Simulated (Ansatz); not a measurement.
# CH6SSi2: the cost of one run

Program: Ansatz 0.2.0, Gaussian basis. Level of theory: the settings change from run to run. These are calculated values, not measurements.

**1. The geometry**

The geometry comes from an earlier relaxation with PBE0-D4 in a triple-zeta def2 set; it is a stationary point, not always the lowest conformer.

SMILES `[SiH3][SiH]1CS1`, 10 atoms, charge 0, spin multiplicity 1.

Atoms are counted from 1 here; the program's logs count them from 0.

Bond lengths: Si1–Si2 2.326 Å, Si1–H5 1.485 Å, Si1–H6 1.488 Å, Si1–H7 1.486 Å, Si2–C3 1.850 Å, Si2–S4 2.099 Å, Si2–H8 1.484 Å, C3–S4 1.851 Å, C3–H9 1.086 Å, C3–H10 1.086 Å. Angles: Si2–Si1–H5 107.7°, Si2–Si1–H6 110.8°, Si2–Si1–H7 110.1°, H5–Si1–H6 109.6°, H5–Si1–H7 109.8°, H6–Si1–H7 108.7°, Si1–Si2–C3 118.8°, Si1–Si2–S4 116.5°, Si1–Si2–H8 117.6°, C3–Si2–S4 55.5°, C3–Si2–H8 116.8°, S4–Si2–H8 117.0°, Si2–C3–S4 69.1°, Si2–C3–H9 119.1°, Si2–C3–H10 120.0°, S4–C3–H9 113.4°, S4–C3–H10 113.5°, H9–C3–H10 113.6° and more.

**2. PBE-QIDH/aug-cc-pVTZ**

Set apart from the defaults: charge +1, multiplicity 2, density fitting with def2-universal-jkfit, a grid of angular degree 23.

Input file in.yaml:

```yaml
crystal:
  periodic: [false, false, false]
  atoms:
    - {symbol: Si, position_ang: [-1.386286, 0.779338, -0.837631]}
    - {symbol: Si, position_ang: [-0.108753, -0.724127, 0.393751]}
    - {symbol: C, position_ang: [1.643762, -0.286221, 0.791270]}
    - {symbol: S, position_ang: [1.568979, -1.537288, -0.570337]}
    - {symbol: H, position_ang: [-0.452704, 1.677086, -1.564795]}
    - {symbol: H, position_ang: [-2.261979, 1.585956, 0.055348]}
    - {symbol: H, position_ang: [-2.240063, 0.048350, -1.810201]}
    - {symbol: H, position_ang: [-0.816802, -1.597148, 1.362815]}
    - {symbol: H, position_ang: [2.089209, -0.668649, 1.704876]}
    - {symbol: H, position_ang: [2.047835, 0.671502, 0.478004]}
basis:
  gaussian: {orbitals: aug-cc-pVTZ, fitting: {mean_field: def2-universal-jkfit}, final_grid: {core_spheres: 8, valence_spheres: 7, degree: 23}}
total_charge: 1
magnetization: {spin_polarized: true, initial_magnetization: 1}
hamiltonian: {xc: {name: PBE-QIDH}}
output: {forces: true}
```

Command:

```console
$ ansatz run in.yaml --threads 2 --pin off --events-out ev --progress --plain --max-ram 4352MiB
```

What time and memory should one allow on 2 threads of Intel Xeon 6975P-C, shared host?

About 26 s, with a peak of 1.4 GiB.
